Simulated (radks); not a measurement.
# Excited configurations of Se

One table from this session's results is given with a row withheld; the runs are named, their logs left out.

Program: radks (a radial shooting solver on a logarithmic mesh, Libxc functionals) version 1. Level of theory: scalar-relativistic Kohn-Sham, BLYP, spin-polarised, spherical densities, finite nucleus; open shells are filled with parallel spins first. These are calculated values, not measurements, unless marked.

6 further runs of the same task are left out: 6 that didn't finish.

## The atom as given

```
element            : selenium (Z = 34)
charge             : 0
electrons          : 34
configuration      : [Ar] 3d10 4s2 4p4
nuclear rms radius : 4.14 fm
```

Outer shells as boxes (Hund's rule):

Se
```
[Ar] core
3d [↑↓][↑↓][↑↓][↑↓][↑↓]
4s [↑↓]
4p [↑↓][↑ ][↑ ]
```

The first run:

Input:

```text
Z 34
configuration [Ar] 3d10 4s2 4p4
relativity scalar-relativistic
functional b88,lyp
spin polarised
nucleus finite rms 4.14 fm
c 137.035999084
```

Steps of the session up to this table: Ground configuration: [Ar] 3d10 4s2 4p4.

One of the session's tables, all rows but one given; the rest of the session is left out.

It belongs to the step «Ground configuration: [Ar] 3d10 4s2 4p4». From the orbitals of this run (lengths in bohr):

| level | <r> | outermost maximum (interpolated) | 90 % within | nodes |
| --- | --- | --- | --- | --- |
| 3p up | 0.5899 | 0.500 | 0.903 | 1 |
| 3p down | 0.5897 | 0.500 | 0.903 | 1 |
| 3d up | ? | ? | ? | ? |
| 3d down | 0.6301 | 0.452 | 1.05 | 0 |
| 4s up | 1.789 | 1.51 | 2.68 | 3 |
| 4s down | 1.793 | 1.50 | 2.70 | 3 |
| 4p up | 2.281 | 1.80 | 3.55 | 2 |
| 4p down | 2.360 | 1.80 | 3.73 | 2 |

**Question.** Estimate the row for 3d up.

**Answer.** <r>: 0.6320; outermost maximum (interpolated): 0.452; 90 % within: 1.05; nodes: 0. In the column «<r>» it lies between 3d down (0.6301) and 4s up (1.789).

Limits of these values: Open shells are spherical and high-spin; term and fine-structure splittings are not resolved.
